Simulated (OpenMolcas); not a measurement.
# Mn⁴⁺ among point charges: CASSCF and CASPT2 levels and susceptibility

How does a field of 5 point charges split the states of Mn⁴⁺, and what χT follows?

Program: OpenMolcas 26.06. Level of theory: state-averaged CASSCF and CASPT2, spin-orbit coupling by RASSI with atomic mean-field integrals. These are calculated values, not measurements, unless marked.

## Step 1: Starting point

* Species: Mn⁴⁺ (manganese, Z = 25, 21 electrons)
* Basis: ANO-RCC-VDZP [5s4p2d1f], 34 functions
* Scalar Hamiltonian: DKH2, point nucleus
* Inactive shells: 1s 2s 2p 3s 3p
* Active space: 3 electrons in 5 orbitals (3d)
* Some configurations of this space: 3d³
* Orbitals: optimised for each spin and parity, averaged over all roots

The outer shells:

3d3
```
3d [↑ ][↑ ][↑ ][  ][  ]
```

The ion sits among 5 point charges of -1.5 e arranged as a trigonal bipyramid (D3h), 1.66 Å from the ion, with the axial distance 1.710 Å.

Each step is its own input file, run in one work folder so that later steps find the files of earlier ones. Labels, J, g values, rates, χT and fits are worked out afterwards by a script from the matrices that RASSI stores.

## Step 2: GATEWAY and SEWARD: basis and integrals

Input file a.inp:

```
&GATEWAY
Coord
1

Mn 0.0 0.0 0.0
Basis=ANO-RCC-VDZP
Group=NoSym
NoMove
AngMom=0.0 0.0 0.0
AMFI
XField
5 Angstrom 0
1.660000 0.000000 0.000000 -1.500000
-0.830000 1.437602 0.000000 -1.500000
-0.830000 -1.437602 0.000000 -1.500000
0.000000 0.000000 1.709800 -1.500000
0.000000 0.000000 -1.709800 -1.500000
&SEWARD
```

## Step 3: CASSCF: quartets, 10 roots

Input file a.inp:

```
&RASSCF
FileOrb=start.orb
Symmetry=1
Spin=4
nActEl=3 0 0
Inactive=9
Ras2=5
CIRoot=10 10 1
SDav=10
CIMx=300
Iter=120 100
PrWF=0.3
OrbListing=Nothing
MaxOrb=0
>>> COPY $Project.JobIph JOB001
```

start.orb holds the contracted functions of the basis, ordered by shell, or the orbitals of the step before.

## Step 4: Reference wave functions, doublets, 40 roots

Input file a.inp:

```
&RASSCF
FileOrb=start.orb
Symmetry=1
Spin=2
nActEl=3 0 0
Inactive=9
Ras2=5
CIRoot=40 40 1
SDav=40
CIMx=300
Iter=120 100
PrWF=0.3
OrbListing=Nothing
MaxOrb=0
>>> COPY $Project.JobIph JOB002
```

## Step 5: State interaction with spin-orbit coupling

Input file a.inp:

```
&RASSI
NrOfJobIphs=2 10 40
1 2 3 4 5 6 7 8 9 10
1 2 3 4 5 6 7 8 9 10 11 12 13 14 15 16 17 18 19 20 21 22 23 24 25 26 27
28 29 30 31 32 33 34 35 36 37 38 39 40
IphNames
JOB001
JOB002
EJob
SpinOrbit
DIPRint=1.0
SOCoupling=1000.0
Subsets=2
Property=9
'ANGMOM' 1 'ANGMOM' 2 'ANGMOM' 3 'MLTPL  1' 1 'MLTPL  1' 2 'MLTPL  1' 3
'AMFI' 1 'AMFI' 2 'AMFI' 3
SOProperty=3
'ANGMOM' 1 'ANGMOM' 2 'ANGMOM' 3
```

## Step 6: CASPT2: IPEA 0.25, imaginary shift 0.1 (closed shells correlated: 3s 3p)

Input file a.inp:

```
>>> COPY JOB001 $Project.JobIph
&CASPT2
Multistate=10 1 2 3 4 5 6 7 8 9 10
NoMult
Frozen=5
IPEA=0.25
Imaginary=0.1
MaxIter=60
WThr=0.0 0.3 0.05
PrWF=0.5
NoMix
>>> COPY JOB002 $Project.JobIph
&CASPT2
Multistate=40 1 2 3 4 5 6 7 8 9 10 11 12 13 14 15 16 17 18 19 20 21 22
23 24 25 26 27 28 29 30 31 32 33 34 35 36 37 38 39 40
NoMult
Frozen=5
IPEA=0.25
Imaginary=0.1
MaxIter=60
WThr=0.0 0.3 0.05
PrWF=0.5
NoMix
```

(Steps that only read results are left out.)

What does the calculation give? Wanted: spin-free ground state; first state of the same spin within the active space; lowest level; next level.

The runs gave:

```
                                            quantity                                                                        value
                                              method  SS-CASPT2, IPEA 0.25, imaginary shift 0.1 (closed shells correlated: 3s 3p)
                              spin-free ground state                                               4E, 2-fold in its orbital part
first state of the same spin within the active space                                                              4E at 1870 cm⁻¹
                                        lowest level                                            2-fold E1/2, g = 0.05, 0.05, 1.95
                                          next level                                                                   229.6 cm⁻¹
                                         χT at 300 K                                                               0.91 cm³ K/mol
                           effective moment at 300 K                                                                      2.69 μB
```

Cost by method:

| method | time of its own steps | time with the reference |
| --- | --- | --- |
| A. CASSCF | 18 s | 18 s |
| B. SS-CASPT2, IPEA 0.25, imaginary shift 0.1, +3s 3p | 6.5 s | 24 s |

Times are of one thread on a shared host.

What this shows: The spin-free ground state (4E) comes to 100 % from free-ion F terms and keeps the highest spin of the shell. χT at 300 K is 0.91, against 1.88 cm³ K/mol for the spin alone, so spin-orbit coupling lowers it. CASPT2 does not keep the components of a term degenerate, and the means are used. The field of point charges can differ much from that of real complexes. Point charges carry no covalency, so the field is a model and not that of real ligands.
